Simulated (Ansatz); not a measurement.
# ZrC+ (sextet): wave-function methods side by side, def2-SVP

The task here is to estimate one member of a computed series from the others.

Computed with Ansatz 0.2.0, Gaussian basis. Level: def2-SVP, core rule «outside noble gas», up to 5 orbitals frozen.

The runs, in order: UHF; CCSD(T) on ROHF; CCSD(T) on UHF; CISD as a restricted active space (open shells left free, so some higher excitations enter); CCSDT(Q) on ROHF; CCSDT(Q) on UHF; CISDTQ; CCSDTQ on ROHF; CCSDTQ on UHF.

10 further runs of the same task are left out: 6 for a known fault of the program, 1 that didn't finish, 3 set aside as unsound or not needed. Runs told in other sessions of the task aren't counted.

### What is computed

The geometry is a PBE0/def2-TZVP stationary point (not a proven minimum) of the parent state, kept for this charge and spin. No spin-orbit coupling is included. Elements past krypton take def2 core potentials.

2 atoms, charge 1, spin multiplicity 6.

Atoms are counted from 1 here; the program's logs count them from 0.

Bond lengths: Zr1–C2 1.897 Å.

Set-up of the first run:

Input file in.yaml:

```yaml
crystal:
  periodic: [false, false, false]
  atoms:
    - {symbol: Zr, position_ang: [0.000000, 0.000000, 0.000000]}
    - {symbol: C, position_ang: [0.000000, 0.000000, 1.897000]}
basis:
  gaussian: {orbitals: def2-SVP}
total_charge: 1
magnetization: {spin_polarized: true, initial_magnetization: 5}
hamiltonian: {xc: hf}
output: {orbitals: {seedname: orbitals}}
```

Started as:

```
$ ansatz run in.yaml --threads 1 --pin off --events-out ev --progress --plain --max-ram 4160MiB --backend cpu
```

Steps of the session up to this table: UHF; CCSD(T) on ROHF; CCSD(T) on UHF; CISD as a restricted active space (open shells left free, so some higher excitations enter); CCSDT(Q) on ROHF; CCSDT(Q) on UHF; CISDTQ; CCSDTQ on ROHF; CCSDTQ on UHF.

One of the session's tables, all rows but one given; the rest of the session is left out.

It belongs to the step «Misses and costs». 

| method | from UCCSDTQ (meV) |
| --- | --- |
| ROHF | +3233.3 |
| UHF | +3135.9 |
| RMP2 | +740.6 |
| UMP2 | +673.8 |
| RCCSD | ? |
| UCCSD | +144.6 |
| RCCSD(T) | +92.0 |
| UCCSD(T) | +27.7 |
| RCCSDT | +68.3 |
| UCCSDT | +4.0 |
| RCCSDT(Q) | +65.1 |
| UCCSDT(Q) | -0.7 |
| RCCSDTQ | +64.2 |
| UCCSDTQ | 0 |

**Question.** Estimate the row for RCCSD.

As computed: from UCCSDTQ (meV): +210.2. In the column «from UCCSDTQ (meV)» it lies between UCCSD (+144.6) and UMP2 (+673.8).

To keep in mind: Restricted and unrestricted rows rest on different reference determinants; a gap between their highest levels can come from leftover correlation error, from unlike frozen cores or from another state.
